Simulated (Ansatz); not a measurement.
# CH5FSSi: the cost of one run

Computed with Ansatz 0.2.0, driven from Python. Level of theory: r2SCAN0/cc-pVDZ.

### Step 1. The system

Bond lengths: F1–Si2 1.548 Å, Si2–C3 1.838 Å, C3–S4 1.759 Å, Si2–H5 1.503 Å, Si2–H6 1.502 Å, C3–H7 1.155 Å, C3–H8 1.062 Å, S4–H9 1.380 Å. Angles: F1–Si2–C3 106.7°, F1–Si2–H5 107.8°, F1–Si2–H6 110.1°, C3–Si2–H5 110.7°, C3–Si2–H6 113.2°, H5–Si2–H6 108.3°, Si2–C3–S4 111.9°, Si2–C3–H7 109.3°, Si2–C3–H8 111.6°, S4–C3–H7 105.7°, S4–C3–H8 113.0°, H7–C3–H8 104.9°, C3–S4–H9 97.3°.

The script holds or builds the structure itself.

### Step 2. The code

The input, tae.py:

```python
"""Energy to split CH5FSSi into its atoms."""

from collections import Counter

import ansatz as az

BASIS = "cc-pVDZ"
XC = "r2scan0"


def single_point(molecule, charge=0, unpaired=0):
    calc = molecule.calculation().basis(gaussian=BASIS).functional(XC)
    if charge:
        calc = calc.charge(charge)
    if unpaired:
        calc = calc.spin("collinear", total=unpaired)
    report = calc.run(threads=1, backend="cpu").report
    if report["published_state_doubts"]:
        print("  doubts:", report["published_state_doubts"])
    return report["free_energy_ev"]

geometry_ang = [
    ("F", [-1.1365, 0.9768, -1.2143]),
    ("Si", [0.2899, 0.8078, -0.6367]),
    ("C", [0.2967, -0.7719, 0.3027]),
    ("S", [-0.7632, -0.7052, 1.7053]),
    ("H", [1.2478, 0.7434, -1.793]),
    ("H", [0.6486, 1.9981, 0.2058]),
    ("H", [1.3563, -0.9624, 0.7206]),
    ("H", [0.0985, -1.6025, -0.329]),
    ("H", [-1.9496, -0.5306, 1.0216]),
]
geometry = az.Crystal.molecule()
for symbol, xyz in geometry_ang:
    geometry = geometry.atom(symbol, xyz)

# Hund ground states
unpaired = {"F": 1, "Si": 2, "C": 2, "S": 2, "H": 1}
counts = Counter(site.symbol for site in geometry.cartesian_sites)
atom_energy = {s: single_point(az.Crystal.molecule().atom(s, (0, 0, 0)), 0, unpaired[s]) for s in counts}
whole = single_point(geometry, 0, 0)
for s, e in atom_energy.items():
    print(f"{s:2s} x{counts[s]}  {e:14.5f} eV")
print(f"CH5FSSi: {whole:.5f} eV")
split = sum(counts[s] * e for s, e in atom_energy.items()) - whole
print(f"atomisation energy (no zero-point term): {split:.3f} eV, {split / sum(counts.values()):.3f} eV an atom")
```

### Step 3. What the engine is handed

The package turns the script's settings into the engine's input (first run):

```yaml
crystal:
  periodic: [false, false, false]
  atoms:
    - { symbol: F, position_ang: [0.0, 0.0, 0.0] }
basis:
  gaussian:
    orbitals: cc-pVDZ
hamiltonian:
  xc: r2scan0
magnetization:
  spin_polarized: true
  initial_magnetization: 1.0
```

### Step 4. Running it

Launch:

```
$ python tae.py
```

Q: Estimate wall time and peak memory on 1 thread of Arm Neoverse V2, shared host.

About 9.3 s, with a peak of 0.23 GiB.
